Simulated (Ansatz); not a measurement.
# SrTiO3: the cost of one run

Computed with Ansatz 0.2.0 (reference: DFT, HSE06, plane waves, PAW, unless a step's input says otherwise).

## 1. The system as given

The structure is cubic, space group Pm-3m (No. 221). The conventional cell has a = 3.907 Å, b = 3.907 Å, c = 3.907 Å, α = 90.00°, β = 90.00°, γ = 90.00°. Around Sr (site symmetry m-3m) lie 12 O at 2.76 Å. Ti (site symmetry m-3m) is surrounded by 6 O at 1.95 Å. O (site symmetry 4/mmm) has 2 Ti at 1.95 Å and 4 Sr at 2.76 Å as nearest neighbours.

Structure file:

```
CELL_PARAMETERS angstrom
3.90685 0.00000 0.00000
0.00000 3.90685 0.00000
0.00000 0.00000 3.90685
ATOMIC_POSITIONS crystal
Sr 0.00000 0.00000 0.00000
Ti 0.50000 0.50000 0.50000
O 0.50000 0.00000 0.50000
O 0.50000 0.50000 0.00000
O 0.00000 0.50000 0.50000
```

## 2. Baseline

input.yaml

```yaml
crystal:
  lattice:
    - [3.9068515029, 0.0, 0.0]
    - [0.0, 3.9068515029, 0.0]
    - [0.0, 0.0, 3.9068515029]
  atoms:
    - { symbol: Sr, position: [0.0, 0.0, 0.0] }
    - { symbol: Ti, position: [0.5, 0.5, 0.5] }
    - { symbol: O, position: [0.5, 0.0, 0.5] }
    - { symbol: O, position: [0.5, 0.5, 0.0] }
    - { symbol: O, position: [0.0, 0.5, 0.5] }
kpoints:
  mp_grid: { grid: [4, 4, 4] }
hamiltonian:
  xc: hse06
scf:
  occupations: { method: fixed }
  n_extra_bands: 5
output:
  forces: true
  stress: true
  eigenvalues: true
  write_density: true
  write_potential: true
  elf: true
  volumetric_format: npy
```

On the command line:

```console
> ansatz run input.yaml --threads 4 --pin off --max-ram 5529MiB --backend cpu --events-out ev --progress --plain --runs-dir out
```

What time and memory should one allow on 4 threads of Intel Xeon 6975P-C (Granite Rapids), shared host?

About 7.2 s, with a peak of 0.95 GiB.
